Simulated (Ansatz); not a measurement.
# GeNH₂ (quartet): the correlation ladder at distance Ge1–N2 = 2.629 Å, cc-pVDZ

The task here is to estimate one member of a computed series from the others.

Computed with Ansatz 0.2.0, Gaussian basis. Level: cc-pVDZ, core rule «outside noble gas», up to 15 orbitals frozen.

The runs, in order: UHF; CCSD(T) on ROHF; CCSD(T) on UHF; BCCD(T) on ROHF; CISD; CCSDT(Q) on ROHF; CCSDT(Q) on UHF; CASSCF and MRCISD+Q, 5 electrons in 5 orbitals; CASSCF and NEVPT2, 5 electrons in 5 orbitals; CASSCF and MRCISD+Q, 11 electrons in 10 orbitals; CASSCF and NEVPT2, 11 electrons in 10 orbitals.

32 further runs of the same task are left out: 4 for a known fault of the program, 3 for a mislabelled method, 17 that didn't finish, 8 set aside as unsound or not needed.

## The system

The geometry derives from a PBE0/def2-TZVP stationary point (not a proven minimum). One bond is set to the value named and the two fragments are kept rigid. No spin-orbit coupling is included. The filled d shell of Ge may be among the frozen orbitals whatever the setting's name suggests; the logs give the count.

4 atoms, charge 0, spin multiplicity 4.

Atoms are counted from 1 here; the program's logs count them from 0.

Bond lengths: Ge1–H3 1.558 Å, N2–H4 1.027 Å.

The first run:

File in.yaml:

```yaml
crystal:
  periodic: [false, false, false]
  atoms:
    - {symbol: Ge, position_ang: [0.007190, 0.057841, 0.439311]}
    - {symbol: N, position_ang: [-0.097225, -0.236458, -2.171077]}
    - {symbol: H, position_ang: [0.289127, -1.304862, 1.139357]}
    - {symbol: H, position_ang: [0.543801, 0.422321, -2.629459]}
basis:
  gaussian: {orbitals: cc-pVDZ}
magnetization: {spin_polarized: true, initial_magnetization: 3}
hamiltonian: {xc: hf}
output: {orbitals: {seedname: orbitals}}
```

Command:

```sh
ansatz run in.yaml --threads 1 --pin off --events-out ev --progress --plain --max-ram 2393MiB
```

Steps of the session up to this table: UHF; CCSD(T) on ROHF; CCSD(T) on UHF; BCCD(T) on ROHF; CISD; CCSDT(Q) on ROHF; CCSDT(Q) on UHF; CASSCF and MRCISD+Q, 5 electrons in 5 orbitals; CASSCF and NEVPT2, 5 electrons in 5 orbitals; CASSCF and MRCISD+Q, 11 electrons in 10 orbitals; CASSCF and NEVPT2, 11 electrons in 10 orbitals.

One of the session's tables, all rows but one given; the rest of the session is left out.

| method | from UCCSDT(Q) (kJ/mol) |
| --- | --- |
| ROHF | +600.7 |
| UHF | +568.9 |
| RMP2 | +125.4 |
| UMP2 | +123.7 |
| CISD | +59.9 |
| RCCSD | +16.5 |
| UCCSD | +15.8 |
| RCCSD(T) | +4.9 |
| UCCSD(T) | +4.5 |
| BCCD(T) | +4.9 |
| RCCSDT | +1.3 |
| UCCSDT | +0.8 |
| RCCSDT(Q) | +0.5 |
| UCCSDT(Q) | 0 |
| CASSCF valence | +438.1 |
| NEVPT2 valence | ? |
| MRCISD valence | +29.8 |
| MRCISD+Q valence | +2.0 |

Estimate the missing values for NEVPT2 valence.

As computed: from UCCSDT(Q) (kJ/mol): +97.6. In the column «from UCCSDT(Q) (kJ/mol)» it lies between CISD (+59.9) and UMP2 (+123.7).

Left out of the table: CASSCF pair, NEVPT2 pair, MRCISD pair, MRCISD+Q pair (the active space lost an orbital or holds another state than full CI finds).

Caveats from the session: Restricted and unrestricted rows rest on different reference determinants; where their highest levels disagree by more than a few hundredths of an eV, they describe different states and don't form one ladder. Warnings in the runs' records: passed over end.
